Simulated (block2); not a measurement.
**A workflow on SiHBr (SMILES [SiH]Br)**

Wanted: a series of 12 runs (DMRG/STO-3G) of BrHSi. The setting varied is the bond dimension. The job is set up through a Python script.

The results are computed with block2 0.5.4.

2 further runs of the same task are left out: 2 set aside as unsound or not needed.

**1. Starting point**

The species is SiHBr (3 atoms), meant as a singlet with charge 0. SMILES: `[SiH]Br`. The coordinates come from a PBE0-D4/def2-TZVP relaxation.

Bond lengths: Si1–Br2 2.245 Å, Si1–H3 1.527 Å. Angles: Br2–Si1–H3 94.0°.

**2. The energy at DMRG/STO-3G (start occupation bias 0.1) (run 2)**

Contents of job.py:

```python
import numpy as np
from pyscf import gto, mcscf, mp, scf
from pyblock2._pyscf.ao2mo import integrals as itg
from pyblock2.driver.core import DMRGDriver, SymmetryTypes

geom = """
Si    -1.18051191     0.98624806    -0.55954791
Br     2.53393376     0.75872504     1.47663199
H     -1.37401987    -1.86761633    -0.94221745
"""
mol = gto.M(
    atom=geom,
    basis="sto-3g",
    unit="bohr",
    verbose=3,
)
print("nao = %d" % (mol.nao))
mf = scf.RHF(mol)
mf.conv_tol = 1e-10
mf.max_cycle = 200
mf.kernel()
if not mf.converged:
    mf = mf.newton().run(mf.mo_coeff, mf.mo_occ)
print(f"SCF energy = {mf.e_tot:.10f}")
# rotate to MP2 natural orbitals
occ_no, mo = mcscf.addons.make_natural_orbitals(mp.MP2(mf, frozen=14).run())
mf.mo_coeff = mo
ncas, n_elec, spin, ecore, h1e, g2e, orb_sym = itg.get_rhf_integrals(mf, ncore=14, ncas=14, pg_symm=False, g2e_symm=1)
dmrg = DMRGDriver(scratch="./tmp", symm_type=SymmetryTypes.SU2, stack_mem=1500 << 20, n_threads=1)
# orbital ordering
idx = dmrg.orbital_reordering(h1e, g2e, method="fiedler")
print("orbital order:", idx.tolist())
h1e = h1e[np.ix_(idx, idx)]
g2e = g2e[np.ix_(idx, idx, idx, idx)]
orb_sym = np.array(orb_sym)[idx]
dmrg.initialize_system(n_sites=ncas, n_elec=n_elec, spin=spin, orb_sym=orb_sym)
mpo = dmrg.get_qc_mpo(h1e=h1e, g2e=g2e, ecore=ecore, iprint=1)
occs = np.array([1.9] * 11 + [0.1] * 3)[idx]
psi = dmrg.get_random_mps(tag="GS", bond_dim=5, nroots=1, occs=occs)
bond_dims = [5] * 3 + [10] * 4
noises = [0.0001] * 3 + [1e-05] * 4 + [0]
thrds = [1e-08] * 7
e = dmrg.dmrg(mpo, psi, n_sweeps=13, tol=1e-06, bond_dims=bond_dims, noises=noises, thrds=thrds, iprint=2)
ms, dws, es = dmrg.get_dmrg_results()
print("DW = %.3e" % (dws[-1]))
print(f"E(final) = {e:.10f}")
dm1 = dmrg.get_1pdm(psi)
print("natural occupations =", np.round(np.linalg.eigvalsh(dm1)[::-1], 5).tolist())
c_act = mf.mo_coeff[:, 14:28][:, idx]
dm_ao = c_act @ dm1 @ c_act.T + 2 * mf.mo_coeff[:, :14] @ mf.mo_coeff[:, :14].T
print("dipole moment (debye) =", np.round(scf.hf.dip_moment(mol, dm_ao, verbose=0), 4).tolist())
print("max block entropy = %.4f" % (max(dmrg.get_bipartite_entanglement(psi))))
```

Launch:

```bash
$ python job.py
```

The log of the run:

```text
nao = 28
converged SCF energy = -2830.83146842993
SCF energy = -2830.8314684299
E(RMP2) = -2830.86760076889  E_corr = -0.0361323389539026
E(SCS-RMP2) = -2830.87249338662  E_corr = -0.041024956684137
orbital order: [12, 10, 13, 11, 9, 8, 5, 7, 6, 4, 2, 3, 0, 1]
integral symmetrize error =  0.0
integral cutoff error =  0.0
mpo terms =      22147

[... 40 lines left out ...]
 --> Site =    4-   5 .. Mmps =    5 Ndav =   5 E =  -2830.8589305424 Error = 4.63e-07 FLOPS = 9.24e+07 Tdav = 0.00 T = 0.01
[... 45 lines left out ...]
 --> Site =    6-   7 .. Mmps =    5 Ndav =   3 E =  -2830.8700207456 Error = 2.77e-08 FLOPS = 2.19e+08 Tdav = 0.00 T = 0.02
[... 45 lines left out ...]
 --> Site =    8-   9 .. Mmps =   10 Ndav =   2 E =  -2830.8784699150 Error = 2.29e-10 FLOPS = 4.98e+08 Tdav = 0.00 T = 0.01
[... 45 lines left out ...]
 --> Site =   10-  11 .. Mmps =   10 Ndav =   2 E =  -2830.8785255321 Error = 6.36e-13 FLOPS = 2.64e+08 Tdav = 0.00 T = 0.01
[... 40 lines left out ...]
 --> Site =    7-   8 .. Mmps =   10 Ndav =   1 E =  -2830.8785271061 Error = 6.85e-18 FLOPS = 4.23e+08 Tdav = 0.00 T = 0.03
 --> Site =    8-   9 .. Mmps =   10 Ndav =   1 E =  -2830.8785271061 Error = 1.20e-16 FLOPS = 3.69e+08 Tdav = 0.00 T = 0.01
 --> Site =    9-  10 .. Mmps =   10 Ndav =   1 E =  -2830.8785271061 Error = 1.06e-16 FLOPS = 2.95e+08 Tdav = 0.00 T = 0.01
 --> Site =   10-  11 .. Mmps =    9 Ndav =   1 E =  -2830.8785271061 Error = 2.77e-24 FLOPS = 1.91e+08 Tdav = 0.00 T = 0.01
 --> Site =   11-  12 .. Mmps =    8 Ndav =   1 E =  -2830.8785271061 Error = 8.38e-25 FLOPS = 7.98e+07 Tdav = 0.00 T = 0.00
 --> Site =   12-  13 .. Mmps =    5 Ndav =   1 E =  -2830.8785271061 Error = 1.75e-24 FLOPS = 1.04e+07 Tdav = 0.00 T = 0.00
[... 8 lines left out ...]
DW = 1.421e-04
E(final) = -2830.8787532512
natural occupations = [2.0, 2.0, 2.0, 2.0, 2.0, 1.9998, 1.99942, 1.99858, 1.98597, 1.97135, 1.94248, 0.04319, 0.036, 0.02322]
dipole moment (debye) = [-2.1265, 0.1384, -1.1649]
max block entropy = 0.1871
```

It took 2.1 s on 1 thread of Arm Neoverse V2, shared host; peak memory 0.25 GiB.

**3. The energy at DMRG/STO-3G (start occupation bias 0.1) (run 3)**

Contents of block2_dmrg.py:

```python
import numpy as np
from pyscf import gto, mcscf, mp, scf
from pyblock2._pyscf.ao2mo import integrals as itg
from pyblock2.driver.core import DMRGDriver, SymmetryTypes

geom = """
Si    -1.18051191     0.98624806    -0.55954791
Br     2.53393376     0.75872504     1.47663199
H     -1.37401987    -1.86761633    -0.94221745
"""
mol = gto.M(
    atom=geom,
    basis="sto-3g",
    unit="bohr",
    charge=0,
    verbose=4,
)
print("basis functions         : %d" % (mol.nao))
mf = scf.RHF(mol)
mf.conv_tol = 1e-10
mf.max_cycle = 200
mf.kernel()
if not mf.converged:
    mf = mf.newton().run(mf.mo_coeff, mf.mo_occ)
print(f"E(SCF)                  : {mf.e_tot:.10f}")
# natural orbitals of MP2 give a compact matrix product state
occ_no, mo = mcscf.addons.make_natural_orbitals(mp.MP2(mf, frozen=14).run())
mf.mo_coeff = mo
ncas, n_elec, spin, ecore, h1e, g2e, orb_sym = itg.get_rhf_integrals(mf, ncore=14, ncas=14, pg_symm=False, g2e_symm=1)
driver = DMRGDriver(scratch="./tmp", symm_type=SymmetryTypes.SU2, stack_mem=1500 << 20, n_threads=1)
# orbital ordering
idx = driver.orbital_reordering(h1e, g2e, method="fiedler")
print("orbital order:", idx.tolist())
h1e = h1e[np.ix_(idx, idx)]
g2e = g2e[np.ix_(idx, idx, idx, idx)]
orb_sym = np.array(orb_sym)[idx]
driver.initialize_system(n_sites=ncas, n_elec=n_elec, spin=spin, orb_sym=orb_sym)
mpo = driver.get_qc_mpo(h1e=h1e, g2e=g2e, ecore=ecore, iprint=1)
occs = np.array([1.9] * 11 + [0.1] * 3)[idx]
ket = driver.get_random_mps(tag="GS", bond_dim=10, nroots=1, occs=occs)
bond_dims = [10] * 3 + [20] * 4
noises = [0.0001] * 3 + [1e-05] * 4 + [0]
thrds = [1e-08] * 7
e = driver.dmrg(mpo, ket, n_sweeps=13, tol=1e-06, bond_dims=bond_dims, noises=noises, thrds=thrds, iprint=2)
ms, dws, es = driver.get_dmrg_results()
print("discarded weight        : %.3e" % (dws[-1]))
print("total energy            : %.10f" % (e))
dm1 = driver.get_1pdm(ket)
print("natural occupations     :", np.round(np.linalg.eigvalsh(dm1)[::-1], 5).tolist())
c_act = mf.mo_coeff[:, 14:28][:, idx]
dm_ao = c_act @ dm1 @ c_act.T + 2 * mf.mo_coeff[:, :14] @ mf.mo_coeff[:, :14].T
print("dipole / D              :", np.round(scf.hf.dip_moment(mol, dm_ao, verbose=0), 4).tolist())
print(f"largest bipartite entropy: {max(driver.get_bipartite_entanglement(ket)):.4f}")
```

Launch:

```bash
$ python block2_dmrg.py
```

The log of the run:

```text
[INPUT] verbose = 4
[INPUT] num. atoms = 3
[INPUT] num. electrons = 50
[INPUT] charge = 0
[INPUT] spin (= nelec alpha-beta = 2S) = 0
[INPUT] symmetry False subgroup None
[INPUT] Mole.unit = bohr
[INPUT] Symbol           X                Y                Z      unit          X                Y                Z       unit  Magmom
[INPUT]  1 Si    -0.624699999992   0.521899997666  -0.296100002390 AA   -1.180511910000   0.986248060000  -0.559547910000 Bohr   0.0
[INPUT]  2 Br     1.340899999773   0.401500000522   0.781399998023 AA    2.533933760000   0.758725040000   1.476631990000 Bohr   0.0
[INPUT]  3 H     -0.727100002555  -0.988300000578  -0.498600002271 AA   -1.374019870000  -1.867616330000  -0.942217450000 Bohr   0.0

[... 107 lines left out ...]
 --> Site =    7-   8 .. Mmps =   10 Ndav =   4 E =  -2830.8639862030 Error = 5.76e-10 FLOPS = 1.71e+08 Tdav = 0.00 T = 0.02
[... 63 lines left out ...]
 <-- Site =    7-   8 .. Mmps =   20 Ndav =   2 E =  -2830.8807248668 Error = 7.72e-12 FLOPS = 7.43e+08 Tdav = 0.00 T = 0.03
[... 63 lines left out ...]
 --> Site =    3-   4 .. Mmps =   20 Ndav =   6 E =  -2830.8853544575 Error = 1.40e-04 FLOPS = 2.36e+09 Tdav = 0.00 T = 0.02
[... 63 lines left out ...]
 <-- Site =   11-  12 .. Mmps =    7 Ndav =   1 E =  -2830.8851629576 Error = 0.00e+00 FLOPS = 1.84e+08 Tdav = 0.00 T = 0.00
[... 49 lines left out ...]
 <-- Site =    5-   6 .. Mmps =   20 Ndav =   1 E =  -2830.8851634908 Error = 4.68e-22 FLOPS = 2.00e+09 Tdav = 0.00 T = 0.02
 <-- Site =    4-   5 .. Mmps =   20 Ndav =   3 E =  -2830.8851655811 Error = 7.27e-07 FLOPS = 2.09e+09 Tdav = 0.00 T = 0.02
 <-- Site =    3-   4 .. Mmps =   20 Ndav =   5 E =  -2830.8854286872 Error = 1.50e-04 FLOPS = 2.22e+09 Tdav = 0.00 T = 0.02
 <-- Site =    2-   3 .. Mmps =   20 Ndav =   5 E =  -2830.8853747927 Error = 1.42e-04 FLOPS = 1.53e+09 Tdav = 0.00 T = 0.01
 <-- Site =    1-   2 .. Mmps =   20 Ndav =   3 E =  -2830.8851647886 Error = 9.08e-20 FLOPS = 5.21e+08 Tdav = 0.00 T = 0.01
 <-- Site =    0-   1 .. Mmps =    8 Ndav =   1 E =  -2830.8851647886 Error = 4.39e-23 FLOPS = 9.56e+07 Tdav = 0.00 T = 0.00
[... 8 lines left out ...]
discarded weight        : 1.495e-04
total energy            : -2830.8854286872
natural occupations     : [2.0, 2.0, 2.0, 2.0, 2.0, 1.99974, 1.99935, 1.98858, 1.98196, 1.96997, 1.94314, 0.05068, 0.03706, 0.02952]
dipole / D              : [-1.8227, 0.1285, -0.9975]
largest bipartite entropy: 0.2615
```

It took 3.6 s on 1 thread of Arm Neoverse V2, shared host; peak memory 0.25 GiB.

Runs 4 to 13 aren't shown in full; the table further down has their settings and results.

**4. The triplet: the energy at DMRG/STO-3G (run 14)**

Contents of block2_dmrg.py:

```python
import numpy as np
from pyscf import gto, mcscf, mp, scf
from pyblock2._pyscf.ao2mo import integrals as itg
from pyblock2.driver.core import DMRGDriver, SymmetryTypes

geom = """
Si
Br 1 2.244791
H 1 1.527153 2 93.97501
"""
mol = gto.M(
    atom=geom,
    basis="sto-3g",
    spin=2,
    verbose=4,
)
print("nao                     : %d" % (mol.nao))
mf = scf.ROHF(mol)
mf.conv_tol = 1e-10
mf.max_cycle = 200
mf.kernel()
if not mf.converged:
    mf = mf.newton().run(mf.mo_coeff, mf.mo_occ)
print("reference energy        : %.10f" % (mf.e_tot))
# rotate to MP2 natural orbitals
occ_no, mo = mcscf.addons.make_natural_orbitals(mp.MP2(mf.to_uhf(), frozen=14).run())
mf.mo_coeff = mo
ncas, n_elec, spin, ecore, h1e, g2e, orb_sym = itg.get_rhf_integrals(mf, ncore=14, ncas=14, pg_symm=False, g2e_symm=1)
driver = DMRGDriver(scratch="./tmp", symm_type=SymmetryTypes.SU2, stack_mem=1500 << 20, n_threads=1)
# order the orbitals along the chain
idx = driver.orbital_reordering(h1e, g2e, method="fiedler")
print("orbital order:", idx.tolist())
h1e = h1e[np.ix_(idx, idx)]
g2e = g2e[np.ix_(idx, idx, idx, idx)]
orb_sym = np.array(orb_sym)[idx]
driver.initialize_system(n_sites=ncas, n_elec=n_elec, spin=spin, orb_sym=orb_sym)
mpo = driver.get_qc_mpo(h1e=h1e, g2e=g2e, ecore=ecore, iprint=0)
ket = driver.get_random_mps(tag="GS", bond_dim=50, nroots=1)
bond_dims = [50] * 3 + [100] * 4
noises = [0.0001] * 3 + [1e-05] * 4 + [0]
thrds = [1e-08] * 7
e = driver.dmrg(mpo, ket, n_sweeps=13, tol=1e-07, bond_dims=bond_dims, noises=noises, thrds=thrds, iprint=1)
ms, dws, es = driver.get_dmrg_results()
print("discarded weight        : %.3e" % (dws[-1]))
print("total energy            : %.10f" % (e))
dm1 = driver.get_1pdm(ket)
print("natural occupations     :", np.round(np.linalg.eigvalsh(dm1)[::-1], 5).tolist())
c_act = mf.mo_coeff[:, 14:28][:, idx]
dm_ao = c_act @ dm1 @ c_act.T + 2 * mf.mo_coeff[:, :14] @ mf.mo_coeff[:, :14].T
print("dipole moment (debye)   :", np.round(scf.hf.dip_moment(mol, dm_ao, verbose=0), 4).tolist())
print("largest bipartite entropy: %.4f" % (max(driver.get_bipartite_entanglement(ket))))
csf, coef = driver.get_csf_coefficients(ket, cutoff=0.08, iprint=1)
print(f"leading coefficient squared: {np.max(np.abs(coef)) ** 2:.4f}")
```

Launch:

```bash
$ python block2_dmrg.py
```

The log of the run:

```text
[INPUT] verbose = 4
[INPUT] num. atoms = 3
[INPUT] num. electrons = 50
[INPUT] charge = 0
[INPUT] spin (= nelec alpha-beta = 2S) = 2
[INPUT] symmetry False subgroup None
[INPUT] Mole.unit = angstrom
[INPUT] Symbol           X                Y                Z      unit          X                Y                Z       unit  Magmom
[INPUT]  1 Si     0.000000000000   0.000000000000   0.000000000000 AA    0.000000000000   0.000000000000   0.000000000000 Bohr   0.0
[INPUT]  2 Br     2.244791000000   0.000000000000   0.000000000000 AA    4.242040196889   0.000000000000   0.000000000000 Bohr   0.0
[INPUT]  3 H     -0.105864340910   0.000000000000   1.523479250509 AA   -0.200054610678   0.000000000000   2.878958539920 Bohr   0.0

[... 52 lines left out ...]
converged SCF energy = -2830.77655280067
reference energy        : -2830.7765528007
[... 26 lines left out ...]
Sweep =    5 | Direction = backward | Bond dimension =  100 | Noise =  1.00e-05 | Dav threshold =  1.00e-08
Time elapsed =      7.028 | E =   -2830.8167296075 | DE = -2.36e-08 | DW = 2.37261e-08

Sweep =    6 | Direction =  forward | Bond dimension =  100 | Noise =  1.00e-05 | Dav threshold =  1.00e-08
Time elapsed =      8.669 | E =   -2830.8167296077 | DE = -1.82e-10 | DW = 2.42799e-08

Sweep =    7 | Direction = backward | Bond dimension =  100 | Noise =  0.00e+00 | Dav threshold =  1.00e-08
Time elapsed =      9.959 | E =   -2830.8167296125 | DE = -4.79e-09 | DW = 2.31353e-09

discarded weight        : 2.314e-09
total energy            : -2830.8167296125
natural occupations     : [2.0, 2.0, 2.0, 2.0, 2.0, 1.99959, 1.99711, 1.99394, 1.97672, 1.95903, 1.00797, 1.00254, 0.03373, 0.02937]
dipole moment (debye)   : [-2.6892, -0.0, -0.79]
largest bipartite entropy: 0.2669
DTRIE T =      0.001
Number of CSF =          1 (cutoff =      0.08)
Sum of weights of included CSF =    0.952408482304399

CSF          0 -0-20222222222  =    0.975914177735112
leading coefficient squared: 0.9524
```

It took 12 s on 1 thread of Arm Neoverse V2, shared host; peak memory 0.31 GiB.

**5. The series**

```tsv
run	level	bond dimension	bond dims	partner	energy (Eh)	dipole moment (D)	wall time
2	DMRG/STO-3G (start occupation bias 0.1)	10	(5, 10)	base	-2830.878753	2.43	2.1 s
3	DMRG/STO-3G (start occupation bias 0.1)	20	(10, 20)	base	-2830.885429	2.08	3.6 s
4	DMRG/STO-3G (start occupation bias 0.1)	35	(17, 35)	base	-2830.885853	2.05	4.2 s
5	DMRG/STO-3G (start occupation bias 0.1)	50	(25, 50)	base	-2830.885855	2.05	5.1 s
6	DMRG/STO-3G (start occupation bias 0.1)	75	(37, 75)	base	-2830.885856	2.05	7.5 s
7	DMRG/STO-3G (start occupation bias 0.1)	100	(50, 100)	base	-2830.885856	2.05	11 s
9	DMRG/STO-3G	10	(5, 10)	triplet	-2830.813856	2.92	3 s
10	DMRG/STO-3G	20	(10, 20)	triplet	-2830.814796	2.87	3.9 s
11	DMRG/STO-3G	35	(17, 35)	triplet	-2830.816710	2.81	5.1 s
12	DMRG/STO-3G	50	(25, 50)	triplet	-2830.816729	2.80	6.3 s
13	DMRG/STO-3G	75	(37, 75)	triplet	-2830.816730	2.80	9 s
14	DMRG/STO-3G	100	(50, 100)	triplet	-2830.816730	2.80	12 s
```

Convergence of the total energy of singlet SiHBr with the bond dimension, against the last point:

```tsv
bond dimension	from the last (mEh)	wall time
10	+7.103	2.1 s
20	+0.427	3.6 s
35	+0.003	4.2 s
50	+0.000	5.1 s
75	+0.000	7.5 s
100	+0.000	11 s
```

Convergence of the dipole moment (of the density that the program reports) of singlet SiHBr with the bond dimension, against the last point:

```tsv
bond dimension	from the last (D)	wall time
10	+0.3769	2.1 s
20	+0.0300	3.6 s
35	+0.0024	4.2 s
50	+0.0004	5.1 s
75	+0.0000	7.5 s
100	+0.0000	11 s
```

**6. Summary of results**

| quantity | value |
| --- | --- |
| triplet, run 14: total energy | -2830.81673 Eh |
| triplet, run 14: dipole moment (of the density that the program reports) | 2.80 D |

In words: For the total energy of singlet SiHBr to stay within 5 mEh of the last point, 20 is the first point of the series from which all later ones do (3.6 s against 11 s). For the total energy of singlet SiHBr to stay within 1 mEh of the last point, 20 is the first point of the series from which all later ones do (3.6 s against 11 s). For the dipole moment (of the density that the program reports) of singlet SiHBr to stay within 0.1 D of the last point, 20 is the first point of the series from which all later ones do (3.6 s against 11 s). For the dipole moment (of the density that the program reports) of singlet SiHBr to stay within 0.02 D of the last point, 35 is the first point of the series from which all later ones do (4.2 s against 11 s). In runs 2, 3, 4, 5, 6, 7, 9, 10 and more the basis is minimal, so the values are rough. All runs together took 72 s, the longest 12 s.
